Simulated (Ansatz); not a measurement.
# CH₂AlFO: vertical ionisation energy

The task here is to estimate one member of a computed series from the others.

The runs use Ansatz 0.2.0, Gaussian basis; unrestricted cation, the program's frozen cores in correlated methods.

Plan: UKS PBE-D4/def2-TZVPP; UKS r2SCAN-D4/def2-TZVPP; UKS PBE0-D4/def2-TZVPP; UKS B3LYP-D4/def2-TZVPP; UKS wB97X-V/def2-TZVPP; UKS wB97M-V/def2-TZVPP; UKS B2PLYP/def2-TZVPP; UHF-CCSD(T)/def2-TZVPP; UHF-MP2/def2-QZVPP; extrapolation to the limit; then −ε(HOMO) from the neutral's earlier runs with LDA (SPW92), PBE-D4, revPBE-D4, BLYP-D4, r2SCAN-D4, B97M-V, PBE0-D4, B3LYP-D4, r2SCANh-D4, r2SCAN0-D4, HSE06-D4, BHLYP-D4, CAM-B3LYP-D4, LC-ωPBE, ωB97X-V, ωB97M-V.

### The relaxed structure

All runs share one geometry, relaxed beforehand with PBE0-D4 in a triple-zeta def2 set.

SMILES `O=[CH][AlH][F]`, 6 atoms, charge 0, spin multiplicity 1.

Atoms are counted from 1 here; the program's logs count them from 0.

Bond lengths: O1–C2 1.211 Å, C2–Al3 2.014 Å, C2–H5 1.117 Å, Al3–F4 1.650 Å, Al3–H6 1.572 Å. Angles: O1–C2–Al3 115.6°, O1–C2–H5 118.6°, Al3–C2–H5 125.9°, C2–Al3–F4 118.7°, C2–Al3–H6 121.3°, F4–Al3–H6 120.0°.

As a file:

```xyz
6
CH2AlFO
O    -0.1786    1.8925   -0.2766
C    -0.1465    0.7717   -0.7346
Al    0.1390   -0.7062    0.6033
F     0.1960   -2.2636    0.0626
H    -0.2741    0.6415   -1.8365
H     0.3063   -0.4000    2.1357
```

Set-up of the first run:

The input, in.yaml:

```yaml
crystal:
  periodic: [false, false, false]
  atoms:
    - {symbol: O, position_ang: [-0.178606, 1.892492, -0.276571]}
    - {symbol: C, position_ang: [-0.146478, 0.771723, -0.734561]}
    - {symbol: Al, position_ang: [0.139032, -0.706243, 0.603300]}
    - {symbol: F, position_ang: [0.196012, -2.263575, 0.062592]}
    - {symbol: H, position_ang: [-0.274057, 0.641474, -1.836460]}
    - {symbol: H, position_ang: [0.306297, -0.399971, 2.135702]}
basis:
  gaussian: {orbitals: def2-TZVPP}
total_charge: 1
magnetization: {spin_polarized: true, initial_magnetization: 1}
hamiltonian: {xc: pbe, dispersion: d4}
```

Run with:

```
ansatz run in.yaml --threads 2 --pin off --events-out ev --progress --plain --max-ram 4352MiB
```

Among the steps run: Cation, UKS PBE-D4/def2-TZVPP; Cation, UKS r2SCAN-D4/def2-TZVPP; Cation, UKS PBE0-D4/def2-TZVPP; Cation, UKS B3LYP-D4/def2-TZVPP; Cation, UKS wB97X-V/def2-TZVPP; Cation, UKS wB97M-V/def2-TZVPP; Cation, UKS B2PLYP (frozen core)/def2-TZVPP; Cation, UHF-CCSD(T)/def2-TZVPP; Cation, UHF-MP2/def2-QZVPP.

One of the session's tables, all rows but one given; the rest of the session is left out.

Orbital estimates, from the neutral's runs:

| functional | −ε(HOMO) (eV) |
| --- | --- |
| LDA (SPW92) | 5.70 |
| PBE-D4 | 5.55 |
| revPBE-D4 | ? |
| BLYP-D4 | 5.48 |
| r2SCAN-D4 | 5.77 |
| B97M-V | 5.92 |
| PBE0-D4 | 6.97 |
| B3LYP-D4 | 6.77 |
| r2SCANh-D4 | 6.31 |
| r2SCAN0-D4 | 7.13 |
| HSE06-D4 | 6.56 |
| BHLYP-D4 | 8.38 |
| CAM-B3LYP-D4 | 8.38 |
| LC-ωPBE | 9.63 |
| ωB97X-V | 9.33 |
| ωB97M-V | 9.24 |

**Question.** Estimate the row for revPBE-D4.

**Answer.** −ε(HOMO) (eV): 5.49. In the column «−ε(HOMO) (eV)» it lies between BLYP-D4 (5.48) and PBE-D4 (5.55).
